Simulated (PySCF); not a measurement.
# ZrOOH: doublet, from a bent start

The task is one start of a wider search on ZrOOH: the doublet, from a bent start. It is relaxed, tested by its Hessian and followed downhill if it is a saddle.

The runs use PySCF 2.14.0; PBE0, basis Zr def2-TZVP with ECP28, O def2-TZVP, H def2-TZVP, scalar-relativistic core potentials, no spin–orbit coupling, density fitting.

### 1 Where the work starts

4 atoms, charge 0, spin multiplicity 2.

Bond lengths: Zr1–O2 1.840 Å, Zr1–O3 2.170 Å, O3–H4 0.960 Å. Angles: O2–Zr1–O3 110.0°, Zr1–O3–H4 130.0°.

```xyz
4
charge 0 multiplicity 2
Zr    0.0000    0.0000    0.0000
O     1.5072    0.0000    1.0554
O    -1.7776    0.0000    1.2447
H    -2.2830    0.7354    1.5986
```

### 2 First SCF at the start

One driver script runs all steps and calls PySCF; scf.py shows how it sets up the SCF of each step. The optimiser is the driver's own. After this first run the driver tries any further starts and a stability analysis.

scf.py reads:

```python
from pyscf import gto, scf, dft
mol = gto.M(atom='''
Zr     0.000000     0.000000     0.000000
O      1.507200     0.000000     1.055400
O     -1.777600     0.000000     1.244700
H     -2.283000     0.735400     1.598600''',
    basis={'Zr': 'def2-TZVP', 'O': 'def2-TZVP', 'H': 'def2-TZVP'},
    ecp={'Zr': 'def2-TZVP'},
    charge=0, spin=1)
mf = dft.UKS(mol, xc='PBE0')
mf.grids.atom_grid = (50, 194)
aux = {'Zr': 'def2-universal-JKFIT', 'O': 'def2-universal-JKFIT', 'H': 'def2-universal-JKFIT'}
mf = mf.density_fit(auxbasis=aux)
mf.conv_tol = 1e-08
mf.diis_space = 10
mf.max_cycle = 60
mf.init_guess = 'minao'
mf.verbose = 4
mf.kernel()
```

Started as:

```console
> OMP_NUM_THREADS=4 python axn.py task.json out
```

Log:

```text
init E= -192.397074533458
[... the frontier-level lines of each cycle are left out ...]
cycle= 1 E= -197.703389296205  delta_E= -5.31  |g|= 0.816  |ddm|= 3.22
cycle= 2 E= -195.62972365558  delta_E= 2.07  |g|=  2.1  |ddm|= 1.98
cycle= 3 E= -197.778593983823  delta_E= -2.15  |g|=  0.7  |ddm|= 1.64
cycle= 4 E= -198.005265323215  delta_E= -0.227  |g|= 0.124  |ddm|= 0.465
cycle= 5 E= -198.008814901002  delta_E= -0.00355  |g|= 0.119  |ddm|= 0.197
cycle= 6 E= -198.015872694509  delta_E= -0.00706  |g|= 0.0362  |ddm|= 0.12
cycle= 7 E= -198.018080292548  delta_E= -0.00221  |g|= 0.0187  |ddm|= 0.0986
cycle= 8 E= -198.020501111361  delta_E= -0.00242  |g|= 0.0171  |ddm|= 0.134
cycle= 9 E= -198.022813507477  delta_E= -0.00231  |g|= 0.0148  |ddm|= 0.133
cycle= 10 E= -198.025924327008  delta_E= -0.00311  |g|= 0.0121  |ddm|= 0.202
cycle= 11 E= -198.028840923949  delta_E= -0.00292  |g|= 0.0136  |ddm|=  0.3
cycle= 12 E= -198.029013504066  delta_E= -0.000173  |g|= 0.0051  |ddm|= 0.0292
cycle= 13 E= -198.029506817173  delta_E= -0.000493  |g|= 0.00481  |ddm|= 0.147
cycle= 14 E= -198.029529542791  delta_E= -2.27e-05  |g|= 0.00153  |ddm|= 0.0117
cycle= 15 E= -198.02954801171  delta_E= -1.85e-05  |g|= 0.00144  |ddm|= 0.0274
cycle= 16 E= -198.029550252104  delta_E= -2.24e-06  |g|= 0.000465  |ddm|= 0.00342
cycle= 17 E= -198.02955095999  delta_E= -7.08e-07  |g|= 0.000322  |ddm|= 0.00348
cycle= 18 E= -198.029551337509  delta_E= -3.78e-07  |g|= 0.000106  |ddm|= 0.00231
cycle= 19 E= -198.029551428471  delta_E= -9.1e-08  |g|= 0.000122  |ddm|= 0.00157
cycle= 20 E= -198.02955145062  delta_E= -2.21e-08  |g|= 1.38e-05  |ddm|= 0.000672
cycle= 21 E= -198.029551452523  delta_E= -1.9e-09  |g|= 8.9e-06  |ddm|= 0.000245
Extra cycle  E= -198.029551452442  delta_E= 8.05e-11  |g|= 1.97e-05  |ddm|= 2.04e-05
converged SCF energy = -198.029551452442  <S^2> = 0.7562062  2S+1 = 2.0061966
```

This step, with its further starts and checks, took 13 s on 4 threads of Arm Neoverse V1, shared host.

Energies from each starting density:

```tsv
start	energy (Eh)
the minimal-basis guess	-198.029551
a thermally smeared density	-198.029551
a smeared PBE density	-198.029551
```

The test of internal stability and the other starts found no lower solution of this spin.

### 3 Relaxing the doublet from the bent start

The program finds C1 symmetry in the start. The walk stops when the largest gradient is under 0.0003 Eh/bohr and the energy has settled too.

Changes to scf.py since step 2:

```diff
@@ -3,4 +3,4 @@
-Zr     0.000000     0.000000     0.000000
-O      1.507200     0.000000     1.055400
-O     -1.777600     0.000000     1.244700
-H     -2.283000     0.735400     1.598600''',
+Zr     0.053912    -0.006030    -0.312451
+O      1.561112    -0.006030     0.742949
+O     -1.723688    -0.006030     0.932249
+H     -2.229088     0.729370     1.286149''',
@@ -17 +16,0 @@
-mf.init_guess = 'minao'
```

Steps of the walk:

```tsv
step	energy (Eh)	change (kJ/mol)	largest gradient (Eh/bohr)
0	-198.029551	0.00	0.09002
1	-198.051620	-57.94	0.03227
2	-198.057153	-72.47	0.02330
3	-198.059689	-79.13	0.02744
4	-198.060691	-81.76	0.02358
5	-198.062340	-86.09	0.01864
6	-198.063493	-89.11	0.01768
7	-198.064019	-90.50	0.00751
8	-198.064345	-91.35	0.00396
9	-198.064494	-91.74	0.00270
10	-198.064537	-91.85	0.00145
11	-198.064563	-91.92	0.00078
12	-198.064585	-91.98	0.00103
13	-198.064596	-92.01	0.00082
14	-198.064601	-92.02	0.00043
15	-198.064602	-92.02	0.00010
```

The walk took 34 s.

End point (Cs, 15 steps, 92.0 kJ/mol gained): O–H 0.958 Å, Zr–O 1.733 Å, Zr–O 1.933 Å; H–O–Zr 131.7°, O–Zr–O 108.1°.

### 4 Hessian and properties

The point is checked on the finer grid, and tightened if its gradient asks for it. The Hessian and the dipole derivatives come from central differences of analytic gradients, with steps of 0.02 bohr.

Changes to scf.py since step 3:

```diff
@@ -3,4 +3,4 @@
-Zr     0.053912    -0.006030    -0.312451
-O      1.561112    -0.006030     0.742949
-O     -1.723688    -0.006030     0.932249
-H     -2.229088     0.729370     1.286149''',
+Zr     0.065684    -0.112719    -0.269250
+O      1.352177     0.272072     0.825390
+O     -1.607570     0.318762     0.596253
+H     -1.802765     0.680257     1.461547''',
@@ -11 +11 @@
-mf.grids.atom_grid = (50, 194)
+mf.grids.atom_grid = (75, 302)
@@ -14 +14 @@
-mf.conv_tol = 1e-08
+mf.conv_tol = 1e-10
```

This SCF starts from the last density.

Log of the central SCF (cycles and frontier levels):

```text
init E= -198.064627455627
[... the frontier-level lines of each cycle are left out ...]
cycle= 1 E= -198.064627455618  delta_E= 9.61e-12  |g|= 6.15e-06  |ddm|= 4.78e-06
Extra cycle  E= -198.064627455533  delta_E= 8.5e-11  |g|= 1.61e-05  |ddm|= 1.07e-05
converged SCF energy = -198.064627455533  <S^2> = 0.75353073  2S+1 = 2.0035276
```

The whole step took 58 s.

Geometry: Cs; O–H 0.958 Å, Zr–O 1.732 Å, Zr–O 1.933 Å; H–O–Zr 131.7°, O–Zr–O 108.1°.

Modes, for the most abundant isotopes:

```tsv
symmetry	ω (cm⁻¹)	IR (km/mol)
a'	210	26.0
a''	484	111
a'	515	146
a'	692	116
a'	978	224
a'	3931	201
```

All wavenumbers are real: a minimum.

Properties at this point:

* Dipole moment: 2.90 D
* Highest occupied level: -5.00 eV
* Lowest empty level: -2.30 eV
* Rotational constants: 0.5753, 0.2259, 0.1622 cm⁻¹
* Zero-point energy: 40.7 kJ/mol
* Principal polarisabilities: 64.8, 103.7, 121.1 bohr³
* Atomisation energy without zero-point energy: 1692 kJ/mol
* Principal traceless quadrupole moments about the centre of mass: -11.53, 1.04, 10.49 D Å
* Entropy at 298.15 K and 1 bar (electronic part: spin only): 290.2 J/(mol K)
* Heat capacity Cp at 298.15 K: 56.6 J/(mol K)
* Enthalpy at 298.15 K above 0 K: 12.94 kJ/mol
* Rotational symmetry number: 1
* Spin squared ⟨S²⟩: 0.754

Charges (e) and bond orders:

```json
{"atom": "Zr1", "Mulliken": "0.95", "Löwdin": "0.48", "polar tensor": "1.49", "spin (Mulliken)": "1.07", "Mayer order to Zr1": "–"}
{"atom": "O2", "Mulliken": "-0.58", "Löwdin": "-0.33", "polar tensor": "-0.91", "spin (Mulliken)": "-0.05", "Mayer order to Zr1": "2.16"}
{"atom": "O3", "Mulliken": "-0.71", "Löwdin": "-0.31", "polar tensor": "-0.91", "spin (Mulliken)": "-0.02", "Mayer order to Zr1": "1.05"}
{"atom": "H4", "Mulliken": "0.34", "Löwdin": "0.16", "polar tensor": "0.33", "spin (Mulliken)": "0.00", "Mayer order to Zr1": "0.03"}
```

Mulliken populations on Zr1 (outside its core potential): s 2.67, p 6.22, d 2.07, f 0.09.

### 5 Outcome

| quantity | value |
| --- | --- |
| minimum | doublet, Cs |
| geometry | O–H 0.958 Å, Zr–O 1.732 Å, Zr–O 1.933 Å; H–O–Zr 131.7°, O–Zr–O 108.1° |
| wavenumbers (cm⁻¹) | 210 (a'), 484 (a''), 515 (a'), 692 (a'), 978 (a'), 3931 (a') |
| dipole moment | 2.90 D |
| highest occupied, lowest empty level (either spin) | -5.00, -2.30 eV |
| polar-tensor charge of Zr1 | +1.49 e |
| zero-point energy | 40.7 kJ/mol |
| entropy at 298.15 K | 290.2 J/(mol K) |
| atomisation energy (no zero-point energy) | 1692 kJ/mol |
| ⟨S²⟩ | 0.754 |

What this shows: The bent start (C1) ends in a minimum of Cs symmetry. In the infrared the band at 978 cm⁻¹ (a') leads. Most of the spin sits on Zr1 (Mulliken spin 1.07, against 1 for the whole molecule). Only this shape and spin were tried, so other structures or states may lie lower. One determinant may miss the lowest occupation of an open d or f shell.

The search up to here took 1.8 min.
